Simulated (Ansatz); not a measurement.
# AlCl₂HS (SMILES [SH][Al]([Cl])[Cl]): energies and forces away from the minimum

Aim: displace all atoms at random from the minimum and see how well density functionals give the CCSD(T) energy and forces there.

Program: Ansatz 0.2.0, Gaussian basis. Level of theory: single points with forces in def2-TZVPP. These are calculated values, not measurements.

Levels: PBE-D4, r2SCAN-D4, PBE0-D4, wB97M-V, Hartree-Fock, MP2, CCSD, CCSD(T). Each coordinate is moved by a Gaussian draw of the width named (0.7 of it for atoms other than hydrogen): 0.09, 0.12 Å.

Cores are frozen in the correlated methods.

22 further runs of the same task are left out: 22 set aside as unsound or not needed.

### 1 Where the work starts

The minimum, relaxed at PBE0-D4: SMILES `[SH][Al]([Cl])[Cl]`, 5 atoms, charge 0, spin multiplicity 1.

Atoms are counted from 1 here; the program's logs count them from 0.

Bond lengths: S1–Al2 2.158 Å, S1–H5 1.345 Å, Al2–Cl3 2.076 Å, Al2–Cl4 2.080 Å. Angles: Al2–S1–H5 92.1°, S1–Al2–Cl3 119.0°, S1–Al2–Cl4 121.1°, Cl3–Al2–Cl4 120.0°.

Geometry (Å):

```mol
AlCl2HS
  3D, bonds by distance, orders not assigned

  5  4  0  0  0  0  0  0  0  0999 V2000
   -0.0491    1.6909    0.2100 S   0  0
    0.2813   -0.4402    0.1429 Al  0  0
    1.8322   -1.2524    1.2588 Cl  0  0
   -0.9241   -1.6777   -1.0155 Cl  0  0
   -1.0905    1.6056   -0.6375 H   0  0
  1  2  8  0
  1  5  8  0
  2  3  8  0
  2  4  8  0
M  END
```

Energies of the minimum (eV), from earlier single points: PBE-D4 -42481.99537, r2SCAN-D4 -42497.55485, PBE0-D4 -42485.55623, B3LYP-D4 -42502.60409, wB97M-V -42498.39675, CCSD(T) -42449.26406.

### 2 Structure 1, width 0.09 Å

Contents of pbe-tzvpp/in.yaml:

```yaml
crystal:
  periodic: [false, false, false]
  atoms:
    - {symbol: S, position_ang: [0.029767, 1.633973, 0.168073]}
    - {symbol: Al, position_ang: [0.260165, -0.482338, 0.068006]}
    - {symbol: Cl, position_ang: [1.936322, -1.285325, 1.296803]}
    - {symbol: Cl, position_ang: [-0.906350, -1.661845, -1.114493]}
    - {symbol: H, position_ang: [-1.074944, 1.582072, -0.735039]}
basis:
  gaussian: {orbitals: def2-TZVPP}
hamiltonian: {xc: pbe, dispersion: d4}
output: {forces: true}
```

r2scan-tzvpp/in.yaml differs from pbe-tzvpp/in.yaml so:

```diff
-hamiltonian: {xc: pbe, dispersion: d4}
+hamiltonian: {xc: r2scan, dispersion: d4}
```

pbe0-tzvpp/in.yaml:

```diff
-hamiltonian: {xc: pbe, dispersion: d4}
-output: {forces: true}
+hamiltonian: {xc: pbe0, dispersion: d4}
+output: {forces: true, orbitals: {seedname: orbitals}}
```

wb97mv-tzvpp/in.yaml:

```diff
-hamiltonian: {xc: pbe, dispersion: d4}
+hamiltonian: {xc: {name: wB97M-V}}
```

ccsdt-tzvpp/in.yaml:

```diff
-hamiltonian: {xc: pbe, dispersion: d4}
+correlation: {method: ccsd_t}
```

Each run has its own folder and the same command.

On the command line:

```
$ ansatz run in.yaml --threads 4 --pin off --events-out ev --progress --plain --max-ram 8704MiB
```

Output in pbe-tzvpp:

```text
Functional definition: PBE
  name "PBE"
  cite "Perdew, Burke & Ernzerhof, Phys. Rev. Lett. 77, 3865 (1996) doi:10.1103/PhysRevLett.77.3865"
  parent pbe
  parameter kappa = 0.804
  parameter beta = 0.06672455060314922
  exchange = pbe_x(kappa = kappa, mu = beta*pi^2/3)
  correlation = pbe_c(beta = beta)
1200 factors; their error is unknown
mean field evaluation 1: about -42479.7713 eV, gradient 2.7e1 eV
mean field evaluation 2: about -42478.6522 eV, gradient 3.6e1 eV
mean field evaluation 4: about -42481.6314 eV, gradient 1.8e0 eV
mean field evaluation 8: about -42481.6404 eV, gradient 1.4e-1 eV
mean field evaluation 16: about -42481.6190 eV, gradient 1.2e-4 eV
mean field -42481.61904239 eV, -1561.1707047321 hartree, gradient 3.3e-5 eV, S^2 0.000000; 0 other end points of the search recorded, 0 dependent functions left out
the calculation of the forces begins
reference -42481.61907963 eV, -1561.1707061006 hartree; 32, 32 occupied and 150, 150 virtual orbitals, 1200 factors
Total energy: -42481.77997791 eV, -1561.1766190036 hartree
Atom 0 at     0.029767     1.633973     0.168073 Å, force    -1.227061     0.548135    -0.886463 eV/Å
Atom 1 at     0.260165    -0.482338     0.068006 Å, force     1.850209    -0.471792     1.367327 eV/Å
Atom 2 at     1.936322    -1.285325     1.296803 Å, force    -1.228932     0.486926    -0.890335 eV/Å
Atom 3 at    -0.906350    -1.661845    -1.114493 Å, force    -0.522421    -0.632600    -0.512142 eV/Å
Atom 4 at    -1.074944     1.582072    -0.735039 Å, force     1.128205     0.069330     0.921612 eV/Å
Dipole moment:    -0.303406     0.160290    -0.201416 e Å
```

r2scan-tzvpp printed (excerpt; [...] marks lines left out):

```text
Functional definition: r2SCAN
  name "r2SCAN"
  cite "Furness, Kaplan, Ning, Perdew & Sun, J. Phys. Chem. Lett. 11, 8208 (2020) doi:10.1021/acs.jpclett.0c02405"
  cite "Furness, Kaplan, Ning, Perdew & Sun, J. Phys. Chem. Lett. 11, 9248 (2020) doi:10.1021/acs.jpclett.0c03077"
  parent r2scan
[...]
1200 factors; their error is unknown
[...]
mean field -42497.26089579 eV, -1561.7455322421 hartree, gradient 1.4e-5 eV, S^2 0.000000; 0 other end points of the search recorded, 0 dependent functions left out
[...]
reference -42497.26090609 eV, -1561.7455326206 hartree; 32, 32 occupied and 150, 150 virtual orbitals, 1200 factors
Total energy: -42497.29756727 eV, -1561.7468798943 hartree
Atom 0 at     0.029767     1.633973     0.168073 Å, force    -1.407628     0.346652    -1.058136 eV/Å
Atom 1 at     0.260165    -0.482338     0.068006 Å, force     1.885591    -0.487621     1.377975 eV/Å
Atom 2 at     1.936322    -1.285325     1.296803 Å, force    -1.406220     0.560949    -1.020443 eV/Å
Atom 3 at    -0.906350    -1.661845    -1.114493 Å, force    -0.391264    -0.506322    -0.378240 eV/Å
Atom 4 at    -1.074944     1.582072    -0.735039 Å, force     1.319520     0.086342     1.078844 eV/Å
Dipole moment:    -0.317334     0.155709    -0.211302 e Å
```

Output in pbe0-tzvpp (excerpt; [...] marks lines left out):

```text
Functional definition: PBE0
  name "PBE0"
  cite "Adamo & Barone, J. Chem. Phys. 110, 6158 (1999) doi:10.1063/1.478522"
[... 2 set-up lines as earlier in the session ...]
[...]
1324 factors; their error is unknown
[...]
mean field -42485.15376131 eV, -1561.3006032567 hartree, gradient 2.6e-5 eV, S^2 0.000000; 0 other end points of the search recorded, 0 dependent functions left out
[...]
reference -42485.15378924 eV, -1561.3006042832 hartree; 32, 32 occupied and 150, 150 virtual orbitals, 1324 factors
Total energy: -42485.29363898 eV, -1561.3057436661 hartree
Atom 0 at     0.029767     1.633973     0.168073 Å, force    -1.439251     0.295881    -1.090719 eV/Å
Atom 1 at     0.260165    -0.482338     0.068006 Å, force     1.881562    -0.477469     1.373962 eV/Å
Atom 2 at     1.936322    -1.285325     1.296803 Å, force    -1.430959     0.570184    -1.038902 eV/Å
Atom 3 at    -0.906350    -1.661845    -1.114493 Å, force    -0.364385    -0.475802    -0.350483 eV/Å
Atom 4 at    -1.074944     1.582072    -0.735039 Å, force     1.353033     0.087205     1.106143 eV/Å
Dipole moment:    -0.318448     0.157836    -0.211422 e Å
```

wb97mv-tzvpp printed (excerpt; [...] marks lines left out):

```text
Functional definition: wB97M-V
  name "wB97M-V"
  cite "Mardirossian & Head-Gordon, J. Chem. Phys. 144, 214110 (2016) doi:10.1063/1.4952647"
  cite "Becke, J. Chem. Phys. 107, 8554 (1997) doi:10.1063/1.475007"
  cite "Vydrov & Van Voorhis, J. Chem. Phys. 133, 244103 (2010) doi:10.1063/1.3521275"
  # Of w^i u^j: cxij and so on, Table III.
[...]
  gx(w, u) = 1 - cx + cx01*u + cx10*w
  gss(w, u) = css00 + css04*u^4 + css10*w + css20*w^2 + css43*w^4*u^3
  gos(w, u) = cos00 + cos10*w + (cos20 + cos21*u)*w^2 + (cos60 + cos61*u)*w^6
[...]
      + integral(e_c_pw_mod_opposite_spin*gos(b97_w_opposite, b97_u_opposite)) + vv10(b, c)
1242 factors; their error is unknown
211 factors; integrals over basis functions are off by at most 2.9e-5 eV
[...]
mean field -42498.13183130 eV, -1561.7775385320 hartree, gradient 4.7e-5 eV, S^2 0.000000; 0 other end points of the search recorded, 0 dependent functions left out
[...]
reference -42498.13187446 eV, -1561.7775401180 hartree; 32, 32 occupied and 150, 150 virtual orbitals, 1242 factors
Total energy: -42498.13187446 eV, -1561.7775401180 hartree
Atom 0 at     0.029767     1.633973     0.168073 Å, force    -1.475589     0.291986    -1.120375 eV/Å
Atom 1 at     0.260165    -0.482338     0.068006 Å, force     1.885028    -0.436876     1.382816 eV/Å
Atom 2 at     1.936322    -1.285325     1.296803 Å, force    -1.419918     0.561381    -1.031060 eV/Å
Atom 3 at    -0.906350    -1.661845    -1.114493 Å, force    -0.383016    -0.497457    -0.369509 eV/Å
Atom 4 at    -1.074944     1.582072    -0.735039 Å, force     1.393495     0.080966     1.138128 eV/Å
Dipole moment:    -0.314960     0.151564    -0.209018 e Å
```

Log of ccsdt-tzvpp (excerpt; [...] marks lines left out):

```text
Functional definition: HF
  name "HF"
  cite "Fock, Z. Phys. 61, 126 (1930) doi:10.1007/BF01340294"
[... 1 set-up line as earlier in the session ...]
[...]
1068 factors; integrals over basis functions are off by at most 1.1e-3 eV
[...]
mean field -42429.91760830 eV, -1559.2707120740 hartree, gradient 1.3e-6 eV, S^2 0.000000; 0 other end points of the search recorded, 0 dependent functions left out
20 core orbitals not correlated: weight in the atoms' cores, before any rotation towards them, 1.000 or more for the frozen orbitals, at most 0.000 for the correlated occupied ones
reference -42429.91760830 eV, -1559.2707120740 hartree; 12, 12 occupied and 150, 150 virtual orbitals, 1068 factors
second order -16.87279690 eV of doubles, -0.00000000 eV of singles
cycle   1  -17.83548502 eV  change   -9.6e-1 eV  update   8.0e-2
[...]
cycle  10  -18.26936932 eV  change    5.3e-6 eV  update   4.2e-6
perturbative correction -0.81248417 eV, -0.0298582425 hartree
[...]
working
working
Total energy: -42448.99946179 eV, -1559.9719572556 hartree
Atom 0 at     0.029767     1.633973     0.168073 Å, force    -1.483103     0.476002    -1.099933 eV/Å
Atom 1 at     0.260165    -0.482338     0.068006 Å, force     1.958007    -0.538487     1.427523 eV/Å
Atom 2 at     1.936322    -1.285325     1.296803 Å, force    -1.400492     0.549624    -1.015384 eV/Å
Atom 3 at    -0.906350    -1.661845    -1.114493 Å, force    -0.452576    -0.576461    -0.439443 eV/Å
Atom 4 at    -1.074944     1.582072    -0.735039 Å, force     1.378164     0.089323     1.127237 eV/Å
Dipole moment:    -0.309480     0.145972    -0.204857 e Å
```

Times: 2.5 s (pbe-tzvpp), 5.5 s (r2scan-tzvpp), 4.6 s (pbe0-tzvpp), 11 s (wb97mv-tzvpp), 3.3 min (ccsdt-tzvpp) on 4 threads of Arm Neoverse N1, shared host; peak memory 2.8 GiB.

| method | RMS force component (eV/Å) | RMS error against CCSD(T) (eV/Å) | angle to CCSD(T) forces (°) | dipole (D) |
| --- | --- | --- | --- | --- |
| PBE-D4 | 0.956 | 0.142 | 5.2 | 1.91 |
| r2SCAN-D4 | 1.023 | 0.059 | 2.3 | 1.98 |
| PBE0-D4 | 1.033 | 0.071 | 3.5 | 1.99 |
| wB97M-V | 1.044 | 0.068 | 3.5 | 1.96 |
| CCSD(T) | 1.065 | reference | reference | 1.92 |

### 3 Structure 2, width 0.12 Å

Contents of pbe-tzvpp/in.yaml:

```yaml
crystal:
  periodic: [false, false, false]
  atoms:
    - {symbol: S, position_ang: [-0.186228, 1.702637, 0.263957]}
    - {symbol: Al, position_ang: [0.180526, -0.346425, 0.059362]}
    - {symbol: Cl, position_ang: [1.969601, -1.285352, 1.231821]}
    - {symbol: Cl, position_ang: [-0.934447, -1.659793, -0.977585]}
    - {symbol: H, position_ang: [-1.081751, 1.524534, -0.688506]}
basis:
  gaussian: {orbitals: def2-TZVPP}
hamiltonian: {xc: pbe, dispersion: d4}
output: {forces: true}
```

r2scan-tzvpp/in.yaml differs from pbe-tzvpp/in.yaml so:

```diff
-hamiltonian: {xc: pbe, dispersion: d4}
+hamiltonian: {xc: r2scan, dispersion: d4}
```

pbe0-tzvpp/in.yaml:

```diff
-hamiltonian: {xc: pbe, dispersion: d4}
-output: {forces: true}
+hamiltonian: {xc: pbe0, dispersion: d4}
+output: {forces: true, orbitals: {seedname: orbitals}}
```

wb97mv-tzvpp/in.yaml:

```diff
-hamiltonian: {xc: pbe, dispersion: d4}
+hamiltonian: {xc: {name: wB97M-V}}
```

ccsdt-tzvpp/in.yaml:

```diff
-hamiltonian: {xc: pbe, dispersion: d4}
+correlation: {method: ccsd_t}
```

Each run has its own folder and the same command.

On the command line:

```
$ ansatz run in.yaml --threads 4 --pin off --events-out ev --progress --plain --max-ram 8704MiB
```

Log of pbe-tzvpp (excerpt; [...] marks lines left out):

```text
[... 4 set-up lines as earlier in the session ...]
[...]
1200 factors; their error is unknown
[...]
mean field -42481.34992854 eV, -1561.1608149805 hartree, gradient 4.1e-5 eV, S^2 0.000000; 0 other end points of the search recorded, 0 dependent functions left out
[...]
reference -42481.34996577 eV, -1561.1608163488 hartree; 32, 32 occupied and 150, 150 virtual orbitals, 1200 factors
Total energy: -42481.51011103 eV, -1561.1667015785 hartree
Atom 0 at    -0.186228     1.702637     0.263957 Å, force     0.488526     1.183139     0.703974 eV/Å
Atom 1 at     0.180526    -0.346425     0.059362 Å, force     2.890764    -1.334824     1.992294 eV/Å
Atom 2 at     1.969601    -1.285352     1.231821 Å, force    -1.696758     0.965736    -1.114882 eV/Å
Atom 3 at    -0.934447    -1.659793    -0.977585 Å, force    -0.861288    -0.900087    -0.851916 eV/Å
Atom 4 at    -1.081751     1.524534    -0.688506 Å, force    -0.821244     0.086036    -0.729470 eV/Å
Dipole moment:    -0.393821     0.296074    -0.289020 e Å
```

r2scan-tzvpp printed (excerpt; [...] marks lines left out):

```text
[... 5 set-up lines as earlier in the session ...]
[...]
1200 factors; their error is unknown
[...]
mean field -42497.00558023 eV, -1561.7361495684 hartree, gradient 5.0e-5 eV, S^2 0.000000; 0 other end points of the search recorded, 0 dependent functions left out
[...]
reference -42497.00559045 eV, -1561.7361499440 hartree; 32, 32 occupied and 150, 150 virtual orbitals, 1200 factors
Total energy: -42497.04221301 eV, -1561.7374957983 hartree
Atom 0 at    -0.186228     1.702637     0.263957 Å, force     0.356407     0.955391     0.500299 eV/Å
Atom 1 at     0.180526    -0.346425     0.059362 Å, force     2.910994    -1.385633     2.022289 eV/Å
Atom 2 at     1.969601    -1.285352     1.231821 Å, force    -1.867645     1.055508    -1.228311 eV/Å
Atom 3 at    -0.934447    -1.659793    -0.977585 Å, force    -0.738416    -0.752818    -0.741554 eV/Å
Atom 4 at    -1.081751     1.524534    -0.688506 Å, force    -0.661339     0.127552    -0.552723 eV/Å
Dipole moment:    -0.408775     0.300046    -0.303577 e Å
```

pbe0-tzvpp printed (excerpt; [...] marks lines left out):

```text
[... 5 set-up lines as earlier in the session ...]
[...]
1324 factors; their error is unknown
[...]
mean field -42484.90176570 eV, -1561.2913425888 hartree, gradient 2.5e-5 eV, S^2 0.000000; 0 other end points of the search recorded, 0 dependent functions left out
[...]
reference -42484.90179357 eV, -1561.2913436129 hartree; 32, 32 occupied and 150, 150 virtual orbitals, 1324 factors
Total energy: -42485.04106481 eV, -1561.2964617366 hartree
Atom 0 at    -0.186228     1.702637     0.263957 Å, force     0.356122     0.896613     0.486492 eV/Å
Atom 1 at     0.180526    -0.346425     0.059362 Å, force     2.903244    -1.380871     2.023266 eV/Å
Atom 2 at     1.969601    -1.285352     1.231821 Å, force    -1.893236     1.064763    -1.247136 eV/Å
Atom 3 at    -0.934447    -1.659793    -0.977585 Å, force    -0.707140    -0.717871    -0.712235 eV/Å
Atom 4 at    -1.081751     1.524534    -0.688506 Å, force    -0.658989     0.137365    -0.550387 eV/Å
Dipole moment:    -0.409796     0.303226    -0.304422 e Å
```

Log of wb97mv-tzvpp (excerpt; [...] marks lines left out):

```text
[... 5 set-up lines as earlier in the session ...]
  # Of w^i u^j: cxij and so on, Table III.
[...]
  gx(w, u) = 1 - cx + cx01*u + cx10*w
  gss(w, u) = css00 + css04*u^4 + css10*w + css20*w^2 + css43*w^4*u^3
  gos(w, u) = cos00 + cos10*w + (cos20 + cos21*u)*w^2 + (cos60 + cos61*u)*w^6
[...]
      + integral(e_c_pw_mod_opposite_spin*gos(b97_w_opposite, b97_u_opposite)) + vv10(b, c)
1242 factors; their error is unknown
210 factors; integrals over basis functions are off by at most 3.2e-5 eV
[...]
mean field -42497.88849713 eV, -1561.7685961661 hartree, gradient 4.6e-5 eV, S^2 0.000000; 0 other end points of the search recorded, 0 dependent functions left out
[...]
reference -42497.88854013 eV, -1561.7685977461 hartree; 32, 32 occupied and 150, 150 virtual orbitals, 1242 factors
Total energy: -42497.88854013 eV, -1561.7685977461 hartree
Atom 0 at    -0.186228     1.702637     0.263957 Å, force     0.304917     0.882016     0.430276 eV/Å
Atom 1 at     0.180526    -0.346425     0.059362 Å, force     2.915924    -1.340734     2.041342 eV/Å
Atom 2 at     1.969601    -1.285352     1.231821 Å, force    -1.893571     1.062689    -1.248532 eV/Å
Atom 3 at    -0.934447    -1.659793    -0.977585 Å, force    -0.725688    -0.745729    -0.731107 eV/Å
Atom 4 at    -1.081751     1.524534    -0.688506 Å, force    -0.601581     0.141758    -0.491980 eV/Å
Dipole moment:    -0.410005     0.301849    -0.304641 e Å
```

Log of ccsdt-tzvpp (excerpt; [...] marks lines left out):

```text
[... 4 set-up lines as earlier in the session ...]
[...]
1070 factors; integrals over basis functions are off by at most 9.3e-4 eV
[...]
mean field -42429.67778368 eV, -1559.2618986818 hartree, gradient 1.3e-6 eV, S^2 0.000000; 0 other end points of the search recorded, 0 dependent functions left out
20 core orbitals not correlated: weight in the atoms' cores, before any rotation towards them, 1.000 or more for the frozen orbitals, at most 0.000 for the correlated occupied ones
reference -42429.67778368 eV, -1559.2618986818 hartree; 12, 12 occupied and 150, 150 virtual orbitals, 1070 factors
second order -16.87321065 eV of doubles, -0.00000000 eV of singles
cycle   1  -17.83122000 eV  change   -9.6e-1 eV  update   7.9e-2
[...]
cycle  10  -18.25686072 eV  change    4.5e-6 eV  update   3.8e-6
perturbative correction -0.80899506 eV, -0.0297300202 hartree
[...]
working
working
Total energy: -42448.74363947 eV, -1559.9625559587 hartree
Atom 0 at    -0.186228     1.702637     0.263957 Å, force     0.269170     1.081737     0.446205 eV/Å
Atom 1 at     0.180526    -0.346425     0.059362 Å, force     3.036675    -1.462521     2.101662 eV/Å
Atom 2 at     1.969601    -1.285352     1.231821 Å, force    -1.895385     1.071273    -1.249186 eV/Å
Atom 3 at    -0.934447    -1.659793    -0.977585 Å, force    -0.808713    -0.841646    -0.810099 eV/Å
Atom 4 at    -1.081751     1.524534    -0.688506 Å, force    -0.601747     0.151157    -0.488582 eV/Å
Dipole moment:    -0.400339     0.295137    -0.299365 e Å
```

They took 2.4 s (pbe-tzvpp), 5 s (r2scan-tzvpp), 4.5 s (pbe0-tzvpp), 11 s (wb97mv-tzvpp), 3.3 min (ccsdt-tzvpp) on 4 threads of Arm Neoverse N1, shared host; peak memory 2.8 GiB.

| method | RMS force component (eV/Å) | RMS error against CCSD(T) (eV/Å) | angle to CCSD(T) forces (°) | dipole (D) |
| --- | --- | --- | --- | --- |
| PBE-D4 | 1.286 | 0.155 | 6.7 | 2.74 |
| r2SCAN-D4 | 1.273 | 0.074 | 2.5 | 2.84 |
| PBE0-D4 | 1.269 | 0.088 | 3.2 | 2.85 |
| wB97M-V | 1.266 | 0.080 | 2.6 | 2.85 |
| CCSD(T) | 1.321 | reference | reference | 2.79 |

### 4 All structures together

Energy above the minimum (kJ/mol):

| structure | width (Å) | PBE-D4 | r2SCAN-D4 | PBE0-D4 | wB97M-V | Hartree-Fock | MP2 | CCSD | CCSD(T) |
| --- | --- | --- | --- | --- | --- | --- | --- | --- | --- |
| 1 | 0.09 | 20.8 | 24.8 | 25.3 | 25.6 | 29.7 | 27.2 | 26.5 | 25.5 |
| 2 | 0.12 | 46.8 | 49.5 | 49.7 | 49.0 | 52.9 | 50.3 | 50.8 | 50.2 |

Miss and cost, level by level (times from a shared host):

| method | mean energy error from CCSD(T) (kJ/mol) | mean time a point |
| --- | --- | --- |
| PBE-D4 | 4.1 | 2.4 s |
| r2SCAN-D4 | 0.7 | 5.3 s |
| PBE0-D4 | 0.4 | 4.5 s |
| wB97M-V | 0.6 | 11 s |
| Hartree-Fock | 3.4 | part of the CCSD(T) run |
| MP2 | 0.9 | part of the CCSD(T) run |
| CCSD | 0.8 | part of the CCSD(T) run |
| CCSD(T) | 0 | 3.3 min |

The best functional, PBE0-D4, misses by 0.4 kJ/mol and takes 4.5 s a point, against 3.3 min for CCSD(T).

### 5 What came out

| quantity | value |
| --- | --- |
| energy above the minimum, CCSD(T) | 25.5, 50.2 kJ/mol |
| mean energy error | PBE-D4 4.1, r2SCAN-D4 0.7, PBE0-D4 0.4, wB97M-V 0.6, Hartree-Fock 3.4, MP2 0.9, CCSD 0.8 kJ/mol |
| mean RMS force error | PBE-D4 0.149, r2SCAN-D4 0.067, PBE0-D4 0.080, wB97M-V 0.074 eV/Å |
| largest T1 diagnostic | 0.010 |

In words: In energy PBE0-D4 is nearest to CCSD(T) and PBE-D4 farthest. For forces r2SCAN-D4 is best, off by 6 % of the typical force, and PBE-D4 worst (12 %); with few structures and a triple-zeta reference, gaps of a few points rank nothing.
